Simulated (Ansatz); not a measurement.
# C6H4CaFO: the cost of one run

Program: Ansatz 0.2.0. Level of theory: DFT unrestricted PBE0+D3(BJ), Gaussian basis def2-TZVPPD. These are calculated values, not measurements.

## (1) The structure to begin with

Bond lengths: O1–C2 1.320 Å, C2–C3 1.393 Å, C3–C4 1.396 Å, C4–C5 1.395 Å, C5–C6 1.392 Å, C6–F7 1.340 Å, C2–C8 1.390 Å, C6–C8 1.391 Å, O1–Ca9 2.000 Å, C3–H10 1.087 Å, C4–H11 1.087 Å, C5–H12 1.085 Å, C8–H13 1.083 Å. Angles (14 of 19 angles, heavy atoms first): O1–C2–C3 119.9°, O1–C2–C8 119.3°, C3–C2–C8 120.9°, C2–O1–Ca9 180.0°, C2–C3–C4 119.9°, C3–C4–C5 119.8°, C4–C5–C6 119.5°, C5–C6–F7 119.4°, C5–C6–C8 121.3°, F7–C6–C8 119.3°, C2–C8–C6 118.7°, C2–C3–H10 119.9°, C4–C3–H10 120.2°, C3–C4–H11 120.0°.

Coordinates:

```xyz
13

O     0.0000    0.0000    2.7060
C     0.0000    0.0000    1.3860
C     0.0000   -1.2077    0.6921
C     0.0000   -1.2076   -0.7041
C     0.0000    0.0032   -1.3961
C     0.0000    1.1995   -0.6844
F     0.0000    2.3613   -1.3516
C     0.0000    1.2126    0.7065
Ca    0.0000    0.0000    4.7059
H     0.0000   -2.1470    1.2388
H     0.0000   -2.1484   -1.2481
H     0.0000    0.0229   -2.4812
H     0.0000    2.1638    1.2248
```

## (2) Relaxing the atoms: C6H4CaFO

input.yaml

```yaml
relax:
  f_tol: 0.0005
  max_steps: 200
crystal:
  periodic: [false, false, false]
  atoms:
    - { symbol: O, position_ang: [0.0, 0.0, 2.70595] }
    - { symbol: C, position_ang: [0.0, 0.0, 1.38595] }
    - { symbol: C, position_ang: [0.0, -1.207691, 0.692075] }
    - { symbol: C, position_ang: [0.0, -1.207572, -0.704135] }
    - { symbol: C, position_ang: [1.0e-06, 0.003219, -1.396053] }
    - { symbol: C, position_ang: [-2.0e-06, 1.199464, -0.684375] }
    - { symbol: F, position_ang: [1.0e-06, 2.3613, -1.351559] }
    - { symbol: C, position_ang: [1.0e-06, 1.21258, 0.706537] }
    - { symbol: Ca, position_ang: [0.0, 0.0, 4.70595] }
    - { symbol: H, position_ang: [3.0e-06, -2.147033, 1.238841] }
    - { symbol: H, position_ang: [0.0, -2.148433, -1.248093] }
    - { symbol: H, position_ang: [2.0e-06, 0.022863, -2.481168] }
    - { symbol: H, position_ang: [2.0e-06, 2.163817, 1.22484] }
magnetization:
  spin_polarized: true
  initial_magnetization: 1
basis:
  gaussian: { orbitals: def2-TZVPPD.json }
hamiltonian:
  xc: pbe0
  dispersion: d3bj
output:
  orbitals: {}
```

Command:

```bash
> ansatz run input.yaml --threads 8 --pin off --max-ram 16384MiB --backend cpu --events-out ev --progress --plain --runs-dir out
```

**Question.** How long does this run take on 8 threads of Arm Neoverse V1, shared host, and how much memory does it need?

About 3.3 min, with a peak of 2.5 GiB.
